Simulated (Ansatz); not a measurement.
Predict the output of the script below (Ansatz's Python interface).

The script, `baga2h2.py`:
```python
"""Editing single keys of the input for BaGa2H2."""

import warnings

import ansatz
import numpy as np


def main() -> None:
    warnings.simplefilter("ignore", ansatz.DeckWarning)

    vectors = np.array([
        [4.5286, 0.0, 0.0],
        [-2.2643, 3.921883, 0.0],
        [0.0, 0.0, 4.8991],
    ])
    structure = (
        ansatz.Lattice.of(vectors)
        .atom("Ba", (0.0, 0.0, 0.0))
        .atom("Ga", (1 / 3, 2 / 3, 0.468))
        .atom("Ga", (2 / 3, 1 / 3, 0.532))
        .atom("H", (1 / 3, 2 / 3, 0.1232))
        .atom("H", (2 / 3, 1 / 3, 0.8768))
    )

    model = (
        structure.calculation()
        .functional("pbesol")
        .basis(41 * ansatz.Ry)
        .kpoints(6, 6, 5)
        .occupations("Methfessel-Paxton", width=0.1)
        .band_table()
    )
    typed = model.input()
    rows = []
    for value in [2, 6, 12]:
        edited = typed.set(ansatz.key.scf.n_extra_bands, value)
        rep = ansatz.Session.from_dict(edited).plan().execute().report
        rows.append((value, rep["free_energy_ev"], rep["n_iterations"], len(rep["eigenvalues_ev"][0]) if "eigenvalues_ev" in rep else 0))
    print("   extra bands            F eV      iterations    bands listed")
    for row in rows:
        print(f"{str(row[0]):>14s}  {row[1]:14.5f}  {row[2]:14d}  {row[3]:14d}")


if __name__ == "__main__":
    main()
```

```console
$ python baga2h2.py
   extra bands            F eV      iterations    bands listed
             2    -13382.74365               7              21
             6    -13382.74365               7              25
            12    -13382.74365               7              31
```

Total energies depend on the potentials; only differences at equal settings carry meaning. A total without «per atom» is that of the cell as typed. The mesh is modest for a metal, so energies can be off by several to tens of meV an atom and pressures by half a GPa or more; differences at equal mesh fare better. The starting cell is as deposited in a crystallographic database; the results hold for this polymorph, which needn't be the stable one. The whole script took 16 s on 1 thread of Arm Neoverse V1, with other jobs on the host, peak memory 0.49 GiB.
